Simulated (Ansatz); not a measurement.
Here is an Ansatz 0.2.0 calculation.

input.yaml

```yaml
crystal:
  lattice:
    - [3.0008472788, 0.0, 0.0]
    - [-1.5004236394, 2.5988099763, 0.0]
    - [0.0, 0.0, 5.345578]
  atoms:
    - { symbol: Pt, position: [0.6666666667, 0.3333333333, 0.0] }
    - { symbol: K, position: [0.0, 0.0, 0.5] }
hamiltonian:
  xc: pbe
  pseudopotentials: { kind: paw }
kpoints:
  mp_grid: { grid: [10, 10, 5] }
  band_path:
    path:
      - [[0.0, 0.0, 0.0], [0.5, 0.0, 0.0], [0.3333333333, 0.3333333333, 0.0], [0.0, 0.0, 0.0], [0.0, 0.0, 0.5], [0.5, 0.0, 0.5], [0.3333333333, 0.3333333333, 0.5], [0.0, 0.0, 0.5]]
      - [[0.5, 0.0, 0.5], [0.5, 0.0, 0.0]]
      - [[0.3333333333, 0.3333333333, 0.0], [0.3333333333, 0.3333333333, 0.5]]
    npoints: 14
scf:
  occupations: { method: fermi_dirac, width: 0.05 }
  n_extra_bands: 6
output:
  forces: true
  stress: true
  eigenvalues: true
  fatbands: true
```

Potentials or basis: Ansatz PAW.

Launch:

```sh
$ ansatz run input.yaml --threads 2 --pin off --max-ram 5632MiB --backend cpu --events-out ev --progress --plain --runs-dir out
```

Question: Estimate the pressure.

Answer: 0.3 GPa.

Question: What does it give for the band gap on the k mesh?

Answer: None (metal or under the smearing width).

Stress tensor (GPa, compression positive):
```
0.07 0.00 0.00
0.00 0.07 0.00
0.00 0.00 0.91
```

Caveat: spin-orbit coupling is left out, which moves the levels of the heavy elements.
